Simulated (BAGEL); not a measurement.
# One shape, several levels: BCNCl2 (BCl2(CN))

Wanted: a comparison of 3 runs (HF/STO-3G, HF/6-31G*, HF/cc-pVDZ) of BCNCl2 (BCl2(CN)). 

Program for the calculation: BAGEL 1.2.2.

3 further runs of the same task are left out: 1 that didn't finish, 2 set aside as unsound or not needed.

## (1) The system as given

The species is BCNCl2 (5 atoms), meant as a singlet with charge 0. SMILES: `N#CB(Cl)Cl`. One bond was lengthened or shortened from a relaxed shape.

Bond lengths: B1–Cl2 1.968 Å, B1–Cl3 1.712 Å, B1–C4 1.530 Å, C4–N5 1.147 Å. Angles: Cl2–B1–Cl3 121.4°, Cl2–B1–C4 119.4°, Cl3–B1–C4 119.3°, B1–C4–N5 179.9°.

## (2) A single-point energy at HF/STO-3G (density fitting with qzvpp-jkfit) (run 1)

The input, input.json:

```json
{ "bagel": [

{
  "title": "molecule",
  "basis": "sto-3g",
  "df_basis": "qzvpp-jkfit",
  "angstrom": true,
  "geometry": [
    { "atom": "B", "xyz": [      -0.003183,       0.441004,      -0.001238 ] },
    { "atom": "Cl", "xyz": [       1.963610,       0.419120,       0.054330 ] },
    { "atom": "Cl", "xyz": [      -0.877413,       1.913054,      -0.028138 ] },
    { "atom": "C", "xyz": [      -0.768063,      -0.884346,      -0.020838 ] },
    { "atom": "N", "xyz": [      -1.341043,      -1.877406,      -0.033108 ] }
  ]
},

{
  "title": "hf"
},

{
  "title": "print",
  "file": "orbitals.molden",
  "orbitals": true
}

]}
```

Launch:

```bash
$ BAGEL_NUM_THREADS=1 BAGEL input.json > input.out
```

The program printed:

```text
* using 1 threads per process

  ===============================================================
  ===============================================================

  *** Geometry ***

  { "atom" : "B", "xyz" : [     -0.006015,      0.833377,     -0.002339 ] },
  { "atom" : "Cl", "xyz" : [      3.710685,      0.792022,      0.102669 ] },
  { "atom" : "Cl", "xyz" : [     -1.658070,      3.615148,     -0.053173 ] },
  { "atom" : "C", "xyz" : [     -1.451429,     -1.671172,     -0.039378 ] },
  { "atom" : "N", "xyz" : [     -2.534204,     -3.547783,     -0.062565 ] },

  Number of auxiliary basis functions:      483

  Since a DF basis is specified, we compute 2- and 3-index integrals:
    o Being stored without compression. Storage requirement is 0.004 GB

  Number of basis functions:       33
  Number of electrons      :       52

    * METHOD: MOLECULE                             0.19

  *** RHF ***

  === Nuclear Repulsion ===
   202.6763562858

      * DIIS with orbital gradients will be used.

  === RHF iteration (sto-3g) ===
      0      -1024.49717899          0.02774015           0.03
      1      -1024.59349124          0.02397165           0.02
      2      -1024.72364214          0.00218138           0.02
[... 11 lines of this table left out ...]
     14      -1024.72579708          0.00000000           0.03
    * SCF iteration converged.

    * Permanent dipole moment:
           (    0.223427,    -0.335753,     0.007656) a.u.

    * METHOD: HF                                   0.45

    * METHOD: PRINT                                0.01

  ===============================================================
```

Wall time 0.89 s (1 thread of AMD EPYC 7B13 (Zen 3), shared host); peak memory 0.08 GiB.

## (3) A single-point energy at HF/6-31G(d) (density fitting with qzvpp-jkfit, spherical functions) (run 2)

The input, hf.json:

```json
{ "bagel" : [

{
  "title" : "molecule",
  "basis" : "6-31gs.json",
  "df_basis" : "qzvpp-jkfit",
  "angstrom" : true,
  "geometry" : [
    { "atom" : "B", "xyz" : [   -0.003183,    0.441004,   -0.001238 ] },
    { "atom" : "Cl", "xyz" : [    1.963610,    0.419120,    0.054330 ] },
    { "atom" : "Cl", "xyz" : [   -0.877413,    1.913054,   -0.028138 ] },
    { "atom" : "C", "xyz" : [   -0.768063,   -0.884346,   -0.020838 ] },
    { "atom" : "N", "xyz" : [   -1.341043,   -1.877406,   -0.033108 ] }
  ]
},
{ "title" : "hf" },
{ "title" : "print", "file" : "orbitals.molden", "orbitals" : true }

]}
```

The basis set 6-31G* is read from a file made from the Basis Set Exchange's data (not shown).

Launch:

```bash
$ BAGEL_NUM_THREADS=1 BAGEL hf.json > hf.out
```

The program printed:

```text
* using 1 threads per process

  ===============================================================
  ===============================================================

  *** Geometry ***

  { "atom" : "B", "xyz" : [     -0.006015,      0.833377,     -0.002339 ] },
  { "atom" : "Cl", "xyz" : [      3.710685,      0.792022,      0.102669 ] },
  { "atom" : "Cl", "xyz" : [     -1.658070,      3.615148,     -0.053173 ] },
  { "atom" : "C", "xyz" : [     -1.451429,     -1.671172,     -0.039378 ] },
  { "atom" : "N", "xyz" : [     -2.534204,     -3.547783,     -0.062565 ] },

  Number of auxiliary basis functions:      483

  Since a DF basis is specified, we compute 2- and 3-index integrals:
    o Being stored without compression. Storage requirement is 0.024 GB

  Number of basis functions:       78
  Number of electrons      :       52

    * METHOD: MOLECULE                             0.23

  *** RHF ***

  === Nuclear Repulsion ===
   202.6763562858

      * DIIS with orbital gradients will be used.

  === RHF iteration (6-31gs.json) ===
      0      -1035.83507135          0.02030619           0.07
      1      -1035.88708649          0.01987339           0.06
      2      -1036.02327864          0.00175583           0.06
[... 13 lines of this table left out ...]
     16      -1036.02597168          0.00000001           0.06
    * SCF iteration converged.

    * Permanent dipole moment:
           (    0.087107,    -0.761864,     0.004847) a.u.

    * METHOD: HF                                   1.20

    * METHOD: PRINT                                0.02

  ===============================================================
```

Wall time 1.7 s (1 thread of AMD EPYC 7B13 (Zen 3), shared host); peak memory 0.11 GiB.

## (4) The energy at HF/cc-pVDZ (density fitting with qzvpp-jkfit) (run 3)

hf.json, as its differences from that of step 3:

```diff
@@ -4,3 +4,3 @@
   "title" : "molecule",
-  "basis" : "6-31gs.json",
+  "basis" : "cc-pvdz.json",
   "df_basis" : "qzvpp-jkfit",
@@ -15,4 +15,10 @@
 },
-{ "title" : "hf" },
-{ "title" : "print", "file" : "orbitals.molden", "orbitals" : true }
+{
+  "title" : "hf"
+},
+{
+  "title" : "print",
+  "file" : "orbitals.molden",
+  "orbitals" : true
+}
```

The basis set cc-pVDZ is read from a file made from the Basis Set Exchange's data (not shown).

Launch:

```bash
$ BAGEL_NUM_THREADS=1 BAGEL hf.json > hf.out
```

The program printed:

```text
* using 1 threads per process

  ===============================================================
  ===============================================================

  *** Geometry ***

  { "atom" : "B", "xyz" : [     -0.006015,      0.833377,     -0.002339 ] },
  { "atom" : "Cl", "xyz" : [      3.710685,      0.792022,      0.102669 ] },
  { "atom" : "Cl", "xyz" : [     -1.658070,      3.615148,     -0.053173 ] },
  { "atom" : "C", "xyz" : [     -1.451429,     -1.671172,     -0.039378 ] },
  { "atom" : "N", "xyz" : [     -2.534204,     -3.547783,     -0.062565 ] },

  Number of auxiliary basis functions:      483

  Since a DF basis is specified, we compute 2- and 3-index integrals:
    o Being stored without compression. Storage requirement is 0.024 GB

  Number of basis functions:       78
  Number of electrons      :       52

    * METHOD: MOLECULE                             0.22

  *** RHF ***

  === Nuclear Repulsion ===
   202.6763562858

      * DIIS with orbital gradients will be used.

  === RHF iteration (cc-pvdz.json) ===
      0      -1035.92629250          0.01589448           0.07
      1      -1035.98478592          0.01600266           0.06
      2      -1036.08292423          0.00158942           0.06
[... 13 lines of this table left out ...]
     16      -1036.08560344          0.00000001           0.06
    * SCF iteration converged.

    * Permanent dipole moment:
           (    0.087050,    -0.788244,     0.004875) a.u.

    * METHOD: HF                                   1.25

    * METHOD: PRINT                                0.02

  ===============================================================
```

It took 1.7 s on 1 thread of AMD EPYC 7B13 (Zen 3), shared host; peak memory 0.11 GiB.

## (5) All runs side by side

| run | level | energy (Eh) | dipole moment (D) | HOMO energy (eV) | LUMO energy (eV) | wall time |
| --- | --- | --- | --- | --- | --- | --- |
| 1 | HF/STO-3G (density fitting with qzvpp-jkfit) | -1024.725797 | 1.03 | -11.34 | 2.79 | 0.89 s |
| 2 | HF/6-31G* (density fitting with qzvpp-jkfit, spherical functions) | -1036.025972 | 1.95 | -12.98 | 0.28 | 1.7 s |
| 3 | HF/cc-pVDZ (density fitting with qzvpp-jkfit) | -1036.085603 | 2.02 | -12.92 | 0.35 | 1.7 s |

## (6) Outcome

| quantity | value |
| --- | --- |
| run 3: total energy | -1036.08560 Eh |
| run 3: dipole moment | 2.02 D |
| run 3: HOMO energy | -12.92 eV |
| run 3: LUMO energy | 0.35 eV |
| run 3: HOMO–LUMO gap | 13.27 eV |

What this shows: The dipole moment (its size) runs from 1.03 D (HF/STO-3G) to 2.02 D (HF/cc-pVDZ). The HOMO–LUMO gap runs from 13.26 eV (HF/6-31G*) to 14.13 eV (HF/STO-3G). In run 1 the basis is minimal, so the values are rough. All runs together took 4.3 s, the longest 1.7 s.
